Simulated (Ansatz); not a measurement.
# InH3 (triplet): wave-function methods side by side at scale of all distances = 2.364, def2-SVP

Aim: climb from Hartree-Fock through coupled cluster and multireference methods for InH3 (triplet) at one geometry and basis, and see what each rung misses.

The runs use Ansatz 0.2.0, Gaussian basis; def2-SVP, core rule «outside noble gas», up to 9 orbitals frozen.

Plan: UHF; CCSD(T) on ROHF; CCSD(T) on UHF; BCCD(T) on ROHF; CISD; CCSDT(Q) on ROHF; CCSDT(Q) on UHF; CASSCF and MRCISD+Q, 4 electrons in 4 orbitals; CASSCF and NEVPT2, 4 electrons in 4 orbitals; CASSCF and MRCISD+Q, 6 electrons in 7 orbitals; CASSCF and NEVPT2, 6 electrons in 7 orbitals; Full CI.

12 further runs of the same task are left out: 4 for a known fault of the program, 6 that didn't finish, 2 set aside as unsound or not needed.

### 1 What is computed

The geometry derives from a PBE0/def2-TZVP stationary point (not a proven minimum). All distances are scaled together. No spin-orbit coupling is included. Elements past krypton take def2 core potentials.

4 atoms, charge 0, spin multiplicity 3.

Atoms are counted from 1 here; the program's logs count them from 0.

No contacts short enough for the rule that draws bonds.

### 2 UHF

Contents of in.yaml:

```yaml
crystal:
  periodic: [false, false, false]
  atoms:
    - {symbol: In, position_ang: [0.000000, 0.040268, -0.090914]}
    - {symbol: H, position_ang: [0.000000, -4.081011, -0.653958]}
    - {symbol: H, position_ang: [0.909064, -0.253043, 5.505156]}
    - {symbol: H, position_ang: [-0.909064, -0.253043, 5.505156]}
basis:
  gaussian: {orbitals: def2-SVP}
magnetization: {spin_polarized: true, initial_magnetization: 2}
hamiltonian: {xc: hf}
output: {orbitals: {seedname: orbitals}}
```

Run with:

```console
$ ansatz run in.yaml --threads 1 --pin off --events-out ev --progress --plain --max-ram 2393MiB
```

Further steps of the session: CCSD(T) on ROHF; CCSD(T) on UHF; BCCD(T) on ROHF; CISD; CCSDT(Q) on ROHF; CCSDT(Q) on UHF; CASSCF and MRCISD+Q, 4 electrons in 4 orbitals; CASSCF and NEVPT2, 4 electrons in 4 orbitals; CASSCF and MRCISD+Q, 6 electrons in 7 orbitals; CASSCF and NEVPT2, 6 electrons in 7 orbitals; Full CI.

Before running them: what should the planned runs give, taken together? Wanted: FCI below the RHF energy; RMP2 from FCI; UMP2 from FCI; RCCSD from FCI; RCCSD(T) from FCI; UCCSD(T) from FCI; RCCSDT(Q) from FCI; UCCSDT(Q) from FCI; NEVPT2 pair from FCI.

**Answer**, as computed:

| quantity | value |
| --- | --- |
| FCI below the RHF energy | -3.3076 eV |
| RMP2 from FCI | +133.3 kJ/mol |
| UMP2 from FCI | +85.9 kJ/mol |
| RCCSD from FCI | +1.8 kJ/mol |
| RCCSD(T) from FCI | +0.5 kJ/mol |
| UCCSD(T) from FCI | -0.1 kJ/mol |
| RCCSDT(Q) from FCI | 0.0 kJ/mol |
| UCCSDT(Q) from FCI | -0.6 kJ/mol |
| NEVPT2 pair from FCI | +34.7 kJ/mol |
| MRCISD+Q pair from FCI | -3.8 kJ/mol |
| NEVPT2 valence from FCI | +16.5 kJ/mol |
| levels within 1 kcal/mol (43 meV) | RCCSD, UCCSD, RCCSD(T), UCCSD(T), BCCD(T), RCCSDT, UCCSDT, RCCSDT(Q), UCCSDT(Q), MRCISD pair, MRCISD+Q pair, MRCISD valence, MRCISD+Q valence |
| T1 diagnostic | 0.029 |
| effectively unpaired electrons | 2.65 |

RCCSD(T) misses by +0.5 kJ/mol, 0.2 % of the correlation energy. UCCSDT, UCCSDT(Q), MRCISD+Q pair, MRCISD+Q valence fall below full CI: unrestricted runs freeze a spin-polarised core, another one than full CI's, and coupled cluster isn't variational. The occupations show some static correlation. Of the multireference levels listed MRCISD+Q valence comes nearest in total energy (-0.8 kJ/mol), which doesn't show that its space is the better one. These misses are within one basis, not against nature; the frozen cores of restricted and unrestricted runs differ, which can shift their rows.
